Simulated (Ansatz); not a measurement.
**I: pressure up to the limit of the methods**

An exercise on one series of results from a longer session: the logs are not shown, and one member is left open.

Computed with Ansatz 0.2.0 (DFT LDA, with the methods named in each step, unless a step's input says otherwise).

**The starting structure**

Symmetry: Fd-3m, No. 227, cubic system. The conventional cell has a = 6.980 Å, b = 6.980 Å, c = 6.980 Å, α = 90.00°, β = 90.00°, γ = 90.00°. Around I (site symmetry -43m) lie 4 I at 3.02 Å.

Coordinates:

```xyz
2
Lattice="0.0000 3.4898 3.4898 3.4898 0.0000 3.4898 3.4898 3.4898 0.0000" Properties=species:S:1:pos:R:3 pbc="T T T"
I    -0.8724   -0.8724   -0.8724
I     0.8724    0.8724    0.8724
```

Whether this phase is the stable one at these pressures isn't tested.

Atoms are numbered in the order of the input: I1, I2.

Set-up of the first run:

input.yaml

```yaml
crystal:
  lattice:
    - [0.0, 3.4897660234, 3.4897660234]
    - [3.4897660234, 0.0, 3.4897660234]
    - [3.4897660234, 3.4897660234, 0.0]
  atoms:
    - { symbol: I, position: [-0.125, -0.125, -0.125] }
    - { symbol: I, position: [0.125, 0.125, 0.125] }
kpoints:
  mp_grid: { grid: [11, 11, 11] }
scf:
  occupations: { method: fermi_dirac, width: 0.08 }
hamiltonian:
  xc: lda
  pseudopotentials: { kind: paw }
output:
  forces: true
  stress: true
relax:
  f_tol: 0.005
  max_steps: 40
  cell: {}
```

The run is started by

```sh
ansatz run input.yaml --threads 1 --pin off --max-ram 2048MiB --backend cpu --events-out ev --progress --plain --runs-dir out
```

Steps of the session up to this table: Cell relaxed at zero pressure, PAW; Volume scaled by 1, PAW; Volume scaled by 0.9, PAW; Volume scaled by 0.8, PAW; Volume scaled by 0.7, PAW; Volume scaled by 0.6, PAW; Volume scaled by 0.5, PAW; Volume scaled by 0.4, PAW; Volume scaled by 0.4, PAW (level accurate).

One of the session's tables, all rows but one given; the rest of the session is left out.

```
              method  volume over the first  volume (Å³/atom)  pressure (GPa)
                 PAW                      1            53.776            0.03
                 PAW                    0.9            48.398            2.18
                 PAW                    0.8            43.020            6.00
                 PAW                    0.7            37.643           12.90
                 PAW                    0.6            32.265           25.75
                 PAW                    0.5                 ?               ?
                 PAW                    0.4            21.510          110.80
PAW (level accurate)                    0.4            21.510          110.81
```

**Question.** Estimate the row for PAW, 0.5.

**Answer.** volume (Å³/atom): 26.888; pressure (GPa): 51.31. In the column «volume (Å³/atom)» it lies between PAW (level accurate), 0.4 (21.510) and PAW, 0.6 (32.265).
